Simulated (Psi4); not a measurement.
**One shape, several levels: BNH2F2 (SMILES NB(F)F)**

Aim: a comparison of 3 runs (HF/3-21G, BHLYP/6-311G, REMP2/cc-pVDZ) of BNH2F2. 

The calculation is run with Psi4 1.11.

1 further run of the same task is left out (set aside as unsound or not needed).

## 1. The structure to begin with

BNH2F2 has 6 atoms, charge 0, and is taken as a singlet. SMILES: `NB(F)F`. Geometry: relaxed at PBE0-D4/def2-TZVP.

Bond lengths: N1–B2 1.392 Å, B2–F3 1.330 Å, B2–F4 1.330 Å, N1–H5 1.003 Å, N1–H6 1.003 Å. Angles: N1–B2–F3 121.2°, N1–B2–F4 121.2°, F3–B2–F4 117.6°, B2–N1–H5 122.4°, B2–N1–H6 122.4°, H5–N1–H6 115.2°.

## 2. A single-point energy at HF/3-21G (run 1)

Input file bf2h2n_ase.py:

```python
import numpy as np
from ase.calculators.psi4 import Psi4
from ase import Atoms

mol = Atoms(['N', 'B', 'F', 'F', 'H', 'H'], positions=[
    [-0.210700, 0.687600, -0.156800],
    [0.195300, -0.614700, 0.121200],
    [-0.667400, -1.526100, 0.560300],
    [1.459700, -0.991800, -0.042700],
    [0.425000, 1.389500, -0.488700],
    [-1.159800, 0.991400, -0.039400],
])
calc = Psi4(atoms=mol, method='hf', basis='3-21G', memory='1600MB', num_threads=1, charge=0, multiplicity=1, label='psi4-calc', reference='rhf')
calc.psi4.set_options({'puream': True, 'e_convergence': 1e-09, 'd_convergence': 1e-08, 'scf_type': 'pk'})
mol.calc = calc

print(f'energy: {mol.get_potential_energy():.6f} eV')
```

On the command line:

```console
$ python bf2h2n_ase.py
```

psi4-calc.dat:

```text
[...]
  Running in c1 symmetry.
[...]
  Nuclear repulsion =  112.807430829563600
[...]
  Multiplicity = 1
[...]
  Nalpha       = 16
  Nbeta        = 16
[...]
    Number of basis functions: 40
[...]
   @RHF iter   1:  -277.78356657746394   -9.14512e-01   1.10521e-02 DIIS/ADIIS
[...]
   @RHF iter  10:  -277.86157662717085   -9.09495e-13   6.05617e-09 DIIS
[...]
    Orbital Energies [Eh]
    ---------------------
    Doubly Occupied:
       1A    -26.162137     2A    -26.162089     3A    -15.487205
       4A     -7.680504     5A     -1.612003     6A     -1.577252
       7A     -1.176174     8A     -0.779935     9A     -0.738002
      10A     -0.726223    11A     -0.684547    12A     -0.661650
      13A     -0.620207    14A     -0.606315    15A     -0.599347
      16A     -0.447500
[...]
  @RHF Final Energy:  -277.86157662717085
   => Energetics <=
    Nuclear Repulsion Energy =            112.8074308295636001
    One-Electron Energy =                -609.8958315687873437
    Two-Electron Energy =                 219.2268241120528671
    Total Energy =                       -277.8615766271708480
[...]
 Multipole Moments:
 ------------------------------------------------------------------------------------
     Multipole            Electronic (a.u.)      Nuclear  (a.u.)        Total (a.u.)
 ------------------------------------------------------------------------------------
 L = 1.  Multiply by 2.5417464519 to convert [e a0] to [Debye]
 Dipole X            :          1.0628031           -1.4206992           -0.3578961
 Dipole Y            :         -3.4092847            4.5574873            1.1482025
 Dipole Z            :          0.7277357           -0.9727998           -0.2450641
 Magnitude           :                                                    1.2274018
[...]
```

On the terminal:

```text
energy: -7560.998623 eV
```

It took 6 s on 1 thread of Intel Xeon Platinum 8488C (Sapphire Rapids), shared host; peak memory 0.19 GiB.

## 3. Energy and forces at BHLYP/6-311G (run 2)

Input file calc.in:

```
memory 1.6 GB

molecule {
  N
  B 1 1.392159
  F 2 1.329553 1 121.19598
  F 2 1.329577 3 117.60327 1 179.99329
  H 1 1.003462 2 122.38641 3 179.99062
  H 1 1.003428 5 115.22219 2 179.98728
  units angstrom
}

set basis 6-311G
set scf_type pk

E, wfn = gradient('bhhlyp', return_wfn=True)
```

On the command line:

```console
$ psi4 -i calc.in -o calc.out -n 1
```

calc.out:

```text
[...]
  Running in c1 symmetry.
[...]
  Nuclear repulsion =  112.807407914872115
[...]
  Multiplicity = 1
[...]
  Nalpha       = 16
  Nbeta        = 16
[...]
    Number of basis functions: 58
[...]
   @RKS iter   1:  -280.36463576621406   -5.07929e-01   1.29575e-02 ADIIS/DIIS
[...]
   @RKS iter   9:  -280.56452757995635   -3.08091e-11   8.37923e-09 DIIS
[...]
  @RKS Final Energy:  -280.56452757995635
   => Energetics <=
    Nuclear Repulsion Energy =            112.8074079148721154
    One-Electron Energy =                -611.7032478470746355
    Two-Electron Energy =                 235.2988611436238386
    DFT Exchange-Correlation Energy =     -16.9675487913776912
    Empirical Dispersion Energy =           0.0000000000000000
    VV10 Nonlocal Energy =                  0.0000000000000000
    Total Energy =                       -280.5645275799563478
[...]
  -Total Gradient:
     Atom            X                  Y                   Z
    ------   -----------------  -----------------  -----------------
       1        0.000005172086    -0.000039346212    -0.003808411150
       2        0.000010176422    -0.000005168204     0.029932904423
       3       -0.000004580537     0.014176596473    -0.008889563955
       4       -0.000003301099    -0.014158592861    -0.008870983939
       5       -0.000003767573     0.006095084230    -0.004233811256
       6       -0.000003804503    -0.006067413211    -0.004223542085
[...]
```

It took 14 s on 1 thread of Intel Xeon Platinum 8488C (Sapphire Rapids), shared host; peak memory 0.4 GiB.

## 4. The energy at REMP2/cc-pVDZ (density fitting, density fitting for correlation) (run 3)

Input file input.dat:

```
memory 1600 MB

molecule {
  0 1
  N
  B 1 r2
  F 2 r3 1 a3
  F 2 r4 3 a4 1 d4
  H 1 r5 2 a5 3 d5
  H 1 r6 5 a6 2 d6

  r2 = 1.392159
  r3 = 1.329553
  a3 = 121.19598
  r4 = 1.329577
  a4 = 117.60327
  d4 = 179.99329
  r5 = 1.003462
  a5 = 122.38641
  d5 = 179.99062
  r6 = 1.003428
  a6 = 115.22219
  d6 = 179.98728
  no_reorient
  no_com
}

set basis cc-pVDZ
set reference rhf
set cc_type df

e_tot = energy("remp2")
```

On the command line:

```console
$ psi4 -n 1 input.dat output.dat
```

output.dat:

```text
[...]
  Running in c1 symmetry.
[...]
  Nuclear repulsion =  112.807407914872101
[...]
  Multiplicity = 1
[...]
  Nalpha       = 16
  Nbeta        = 16
[...]
    Number of basis functions: 66
[...]
   @DF-RHF iter   1:  -279.26474816129138   -9.00762e-01   7.60852e-03 ADIIS/DIIS
[...]
   @DF-RHF iter  10:  -279.36766502323962   -1.49498e-11   9.42247e-09 DIIS
[...]
  @DF-RHF Final Energy:  -279.36766502323962
   => Energetics <=
    Nuclear Repulsion Energy =            112.8074079148721012
    One-Electron Energy =                -611.8124411967664855
    Two-Electron Energy =                 219.6373682586547886
    Total Energy =                       -279.3676650232396241
[...]
 Multipole Moments:
 ------------------------------------------------------------------------------------
     Multipole            Electronic (a.u.)      Nuclear  (a.u.)        Total (a.u.)
 ------------------------------------------------------------------------------------
 L = 1.  Multiply by 2.5417464519 to convert [e a0] to [Debye]
 Dipole X            :          0.0000770           -0.0001008           -0.0000239
 Dipole Y            :         -0.0000636            0.0000962            0.0000327
 Dipole Z            :          3.7366300           -4.8719018           -1.1352718
 Magnitude           :                                                    1.1352718
[...]
	DF-MP2 Total Energy (a.u.)         :  -279.99763377246393
[...]
```

Run time: 12 s. Hardware: 1 thread of Intel Xeon Platinum 8488C (Sapphire Rapids), shared host; peak memory 0.24 GiB.

## 5. The series

```tsv
run	level	task	symmetry	energy (Eh)	dipole moment (D)	HOMO energy (eV)	LUMO energy (eV)	wall time
1	HF/3-21G	energy	c1	-277.861577	3.12	-12.18	6.70	6 s
2	BHLYP/6-311G	gradient	auto	-280.564528	3.26	-10.20	1.70	14 s
3	REMP2/cc-pVDZ (density fitting, density fitting for correlation)	energy	auto	-280.013442	–	-12.19	4.86	12 s
```

## 6. Summary of results

| quantity | value |
| --- | --- |
| run 3: total energy | -280.01344 Eh |
| run 3: HOMO energy (Hartree–Fock orbitals) | -12.19 eV |
| run 3: LUMO energy (Hartree–Fock orbitals) | 4.86 eV |
| run 3: HOMO–LUMO gap (Hartree–Fock orbitals) | 17.06 eV |
| run 3: correlation energy | -645.8 mEh |

All runs together took 32 s, the longest 14 s.
